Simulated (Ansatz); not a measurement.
# C2H8GeO2: the cost of one run

Program: Ansatz 0.2.0. Level of theory: RKS revPBE/def2-SVP. These are calculated values, not measurements.

**1. The starting structure**

Bond lengths: C1–O2 1.436 Å, O2–C3 1.390 Å, C3–O4 1.496 Å, O4–Ge5 1.749 Å, C1–H6 1.166 Å, C1–H7 1.102 Å, C1–H8 1.056 Å, C3–H9 1.066 Å, C3–H10 1.123 Å, Ge5–H11 1.545 Å, Ge5–H12 1.587 Å, Ge5–H13 1.558 Å. Angles (14 of 20 angles, heavy atoms first): C1–O2–C3 108.1°, O2–C3–O4 111.3°, C3–O4–Ge5 108.6°, O2–C1–H6 103.3°, O2–C1–H7 111.5°, O2–C1–H8 110.7°, O2–C3–H9 109.1°, O2–C3–H10 112.1°, O4–C3–H9 106.0°, O4–C3–H10 107.6°, O4–Ge5–H11 109.6°, O4–Ge5–H12 107.0°, O4–Ge5–H13 108.5°, H6–C1–H7 106.8°.

Structure file:

```xyz
13

C    -1.8693   -0.2896    1.1663
O    -1.6913    0.4568   -0.0472
C    -0.4624    0.1043   -0.5940
O     0.6656    0.7575    0.1403
Ge    2.1724    0.2669   -0.6005
H    -2.8807    0.1139    1.5846
H    -1.0960   -0.0406    1.9104
H    -1.9666   -1.3204    0.9590
H    -0.4102    0.4654   -1.5957
H    -0.2903   -1.0053   -0.5645
H     2.3507   -1.2602   -0.4490
H     3.3372    0.9937    0.1948
H     2.1613    0.7229   -2.0900
```

**2. Relaxing end A**

Input file input.yaml:

```yaml
crystal:
  periodic: [false, false, false]
  atoms:
    - { symbol: C, position_ang: [-1.8693, -0.2896, 1.1663] }
    - { symbol: O, position_ang: [-1.6913, 0.4568, -0.0472] }
    - { symbol: C, position_ang: [-0.4624, 0.1043, -0.594] }
    - { symbol: O, position_ang: [0.6656, 0.7575, 0.1403] }
    - { symbol: Ge, position_ang: [2.1724, 0.2669, -0.6005] }
    - { symbol: H, position_ang: [-2.8807, 0.1139, 1.5846] }
    - { symbol: H, position_ang: [-1.096, -0.0406, 1.9104] }
    - { symbol: H, position_ang: [-1.9666, -1.3204, 0.959] }
    - { symbol: H, position_ang: [-0.4102, 0.4654, -1.5957] }
    - { symbol: H, position_ang: [-0.2903, -1.0053, -0.5645] }
    - { symbol: H, position_ang: [2.3507, -1.2602, -0.449] }
    - { symbol: H, position_ang: [3.3372, 0.9937, 0.1948] }
    - { symbol: H, position_ang: [2.1613, 0.7229, -2.09] }
basis:
  gaussian: { orbitals: def2-SVP }
hamiltonian:
  xc: revpbe
relax:
  f_tol: 0.02
  max_steps: 50
output:
  orbitals: {}
```

On the command line:

```bash
ansatz run input.yaml --threads 2 --pin off --max-ram 3072MiB --backend cpu --events-out ev --progress --plain --runs-dir out
```

Q: Estimate wall time and peak memory on 2 threads of AMD EPYC 9R45 (Zen 5), shared host.

About 11 s, with a peak of 0.19 GiB.
